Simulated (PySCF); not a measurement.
**C₃H₁₀O₃Si: electronic structure in real space**

Aim: take C₃H₁₀O₃Si and analyse its density (charges, bond critical points, surface potential), see where an electron leaves and enters and measure its response to a uniform field.

The runs use PySCF 2.14.0; levels as typed in each script, gas phase, geometry from GFN2-xTB.

### 1 Starting geometry

SMILES `CO[SiH](OC)OC`, 17 atoms, charge 0, spin multiplicity 1.

Bond lengths: C1–O2 1.399 Å, C1–H8 1.092 Å, C1–H9 1.092 Å, C1–H10 1.091 Å, O2–Si3 1.631 Å, Si3–O4 1.616 Å, Si3–O6 1.616 Å, Si3–H11 1.454 Å, O4–C5 1.399 Å, C5–H12 1.092 Å, C5–H13 1.091 Å, C5–H14 1.091 Å, O6–C7 1.402 Å, C7–H15 1.091 Å, C7–H16 1.091 Å, C7–H17 1.093 Å. Angles: O2–C1–H8 111.2°, O2–C1–H9 110.2°, O2–C1–H10 108.0°, H8–C1–H9 108.6°, H8–C1–H10 109.5°, H9–C1–H10 109.3°, C1–O2–Si3 127.5°, O2–Si3–O4 105.1°, O2–Si3–O6 115.6°, O2–Si3–H11 112.3°, O4–Si3–O6 108.8°, O4–Si3–H11 115.3°, O6–Si3–H11 100.1°, Si3–O4–C5 128.0°, O4–C5–H12 110.1°, O4–C5–H13 107.8°, O4–C5–H14 111.0°, H12–C5–H13 109.3° and more.

Coordinates:

```xyz
17

C     1.2439    2.2642   -0.2300
O     0.1611    1.3810   -0.3011
Si   -0.0541    0.0054    0.5476
O    -1.3817   -0.6715   -0.0779
C    -2.6360   -0.0837   -0.2770
O     1.1595   -1.0593    0.4703
C     1.5238   -1.9534   -0.5461
H     2.1891    1.7234   -0.1498
H     1.1416    2.9180    0.6393
H     1.2454    2.8688   -1.1382
H    -0.0940    0.2429    1.9811
H    -3.1598    0.0170    0.6764
H    -3.2092   -0.7366   -0.9365
H    -2.5375    0.9025   -0.7323
H     2.2699   -2.6351   -0.1350
H     0.6574   -2.5223   -0.8862
H     1.9528   -1.4185   -1.3973
```

### 2 Density, bond paths and surface potential (PBE0/def2-tzvp)

Contents of input.py:

```python
import numpy as np
from pyscf import gto, scf, dft
from pyscf.scf import atom_ks, atom_hf
from scipy.linalg import block_diag

def solve(mol, dm0=None, hcore=None):
    mf = (dft.UKS if mol.spin else dft.RKS)(mol, xc='pbe0')
    mf.grids.level = 3
    mf = mf.density_fit(auxbasis='def2-universal-jkfit')
    mf.conv_tol, mf.max_cycle = 1e-8, 80
    if hcore is not None:
        mf.get_hcore = lambda *args: hcore
    mf.kernel(dm0)
    if not mf.converged:
        mf = mf.newton().run(mf.mo_coeff, mf.mo_occ, max_cycle=30)
    assert mf.converged, 'SCF not converged'
    return mf

mol = gto.M(atom='''
C      1.24387     2.26422    -0.22996
O      0.16112     1.38100    -0.30111
Si    -0.05407     0.00539     0.54759
O     -1.38173    -0.67153    -0.07791
C     -2.63597    -0.08369    -0.27699
O      1.15952    -1.05925     0.47033
C      1.52377    -1.95341    -0.54609
H      2.18912     1.72337    -0.14980
H      1.14157     2.91800     0.63929
H      1.24537     2.86880    -1.13818
H     -0.09398     0.24291     1.98114
H     -3.15980     0.01701     0.67642
H     -3.20919    -0.73660    -0.93645
H     -2.53747     0.90250    -0.73228
H      2.26989    -2.63508    -0.13496
H      0.65743    -2.52228    -0.88623
H      1.95276    -1.41854    -1.39733
''', basis='def2-tzvp', charge=0, spin=0, verbose=4)
mf = solve(mol)
mf.analyze()
# spherically averaged free atoms, for the promolecule
atm = atom_ks.get_atm_nrks(mol, xc='pbe0')
pro = block_diag(*[(atm[a[0]][2] * atm[a[0]][3]) @ atm[a[0]][2].T for a in mol._atom])
np.savez('result.npz', e=mf.e_tot, c=mf.mo_coeff, occ=mf.mo_occ, eps=mf.mo_energy, pro=pro, dip=mf.dip_moment(verbose=0), s2=mf.spin_square()[0])
```

Run with:

```
$ OMP_NUM_THREADS=1 python input.py
```

### 4 Removing and adding an electron (PBE0/def2-tzvp)

Changes to input.py since step 2:

```diff
@@ -38,3 +38,12 @@
 mf = solve(mol)
-mf.analyze()
+out = dict(e0=mf.e_tot, dm0=mf.make_rdm1(), c=mf.mo_coeff, occ=mf.mo_occ, eps=mf.mo_energy)
+for name, dq, spin in [('cation', 1, 1)]:
+    ion = mol.copy().set(charge=mol.charge + dq, spin=spin).build()
+    mi = solve(ion)
+    if spin and dq > 0 and mol.nao < 130:
+        c, _, stable, _ = mi.stability(return_status=True)
+        if not stable:
+            mi = solve(ion, mi.make_rdm1(c, mi.mo_occ))
+    print(name, 'vertical energy change / eV', (mi.e_tot - mf.e_tot) * 27.211386)
+    out.update({'e_' + name: mi.e_tot, 'dm_' + name: mi.make_rdm1(), 's2_' + name: mi.spin_square()[0], 'eps_' + name: mi.mo_energy, 'occ_' + name: mi.mo_occ})
 # spherically averaged free atoms, for the promolecule
@@ -42,2 +51,2 @@
 pro = block_diag(*[(atm[a[0]][2] * atm[a[0]][3]) @ atm[a[0]][2].T for a in mol._atom])
-np.savez('result.npz', e=mf.e_tot, c=mf.mo_coeff, occ=mf.mo_occ, eps=mf.mo_energy, pro=pro, dip=mf.dip_moment(verbose=0), s2=mf.spin_square()[0])
+np.savez('result.npz', pro=pro, **out)
```

### 6 Response to an electric field (PBE0/def2-tzvp)

Contents of input.py:

```python
import numpy as np
from pyscf import gto, scf, dft
from pyscf.scf import atom_ks, atom_hf
from scipy.linalg import block_diag

def solve(mol, dm0=None, hcore=None):
    mf = (dft.UKS if mol.spin else dft.RKS)(mol, xc='pbe0')
    mf.grids.level = 3
    mf = mf.density_fit(auxbasis='def2-universal-jkfit')
    mf.conv_tol, mf.max_cycle = 1e-8, 80
    if hcore is not None:
        mf.get_hcore = lambda *args: hcore
    mf.kernel(dm0)
    if not mf.converged:
        mf = mf.newton().run(mf.mo_coeff, mf.mo_occ, max_cycle=30)
    assert mf.converged, 'SCF not converged'
    return mf

mol = gto.M(atom='''
C      1.24387     2.26422    -0.22996
O      0.16112     1.38100    -0.30111
Si    -0.05407     0.00539     0.54759
O     -1.38173    -0.67153    -0.07791
C     -2.63597    -0.08369    -0.27699
O      1.15952    -1.05925     0.47033
C      1.52377    -1.95341    -0.54609
H      2.18912     1.72337    -0.14980
H      1.14157     2.91800     0.63929
H      1.24537     2.86880    -1.13818
H     -0.09398     0.24291     1.98114
H     -3.15980     0.01701     0.67642
H     -3.20919    -0.73660    -0.93645
H     -2.53747     0.90250    -0.73228
H      2.26989    -2.63508    -0.13496
H      0.65743    -2.52228    -0.88623
H      1.95276    -1.41854    -1.39733
''', basis='def2-tzvp', charge=0, spin=0, verbose=4)
field = np.array([0.004, 0.0, 0.0])  # atomic units
mol.set_common_orig(mol.atom_charges() @ mol.atom_coords() / mol.atom_charges().sum())
mf = solve(mol)
out = dict(dm0=mf.make_rdm1(), d0=mf.dip_moment(unit='AU'), e0=mf.e_tot)
for name, sign in (('p', 1), ('m', -1)):
    h = mf.get_hcore() + sign * np.einsum('x,xij->ij', field, mol.intor('int1e_r'))
    mi = solve(mol, mf.make_rdm1(), h)
    out.update({'dm' + name: mi.make_rdm1(), 'd' + name: mi.dip_moment(unit='AU'), 'e' + name: mi.e_tot})
# spherically averaged free atoms, for the promolecule
atm = atom_ks.get_atm_nrks(mol, xc='pbe0')
pro = block_diag(*[(atm[a[0]][2] * atm[a[0]][3]) @ atm[a[0]][2].T for a in mol._atom])
np.savez('result.npz', pro=pro, **out)
```

(Steps that only read results are left out.)

What does the calculation give? Wanted: dipole moment; HOMO, LUMO; vertical ionisation energy; polarisability along the field.

**Answer**, as computed:

| quantity | value |
| --- | --- |
| dipole moment (PBE0/def2-tzvp) | 1.07 D |
| HOMO, LUMO (PBE0/def2-tzvp) | -8.18, 1.30 eV |
| vertical ionisation energy (PBE0/def2-tzvp) | 10.02 eV |
| polarisability along the field (PBE0/def2-tzvp) | 73.8 bohr³ |

At PBE0/def2-tzvp: The highest Hirshfeld charge is on Si3 (+0.49 e), the lowest on O2 (−0.23 e). The ionisation energy from two SCF runs, 10.02 eV, lies 1.8 eV above −ε(HOMO) = 8.18 eV of the same level, PBE0/def2-tzvp, since self-interaction lifts this functional's HOMO. The geometry was not optimised at these levels.
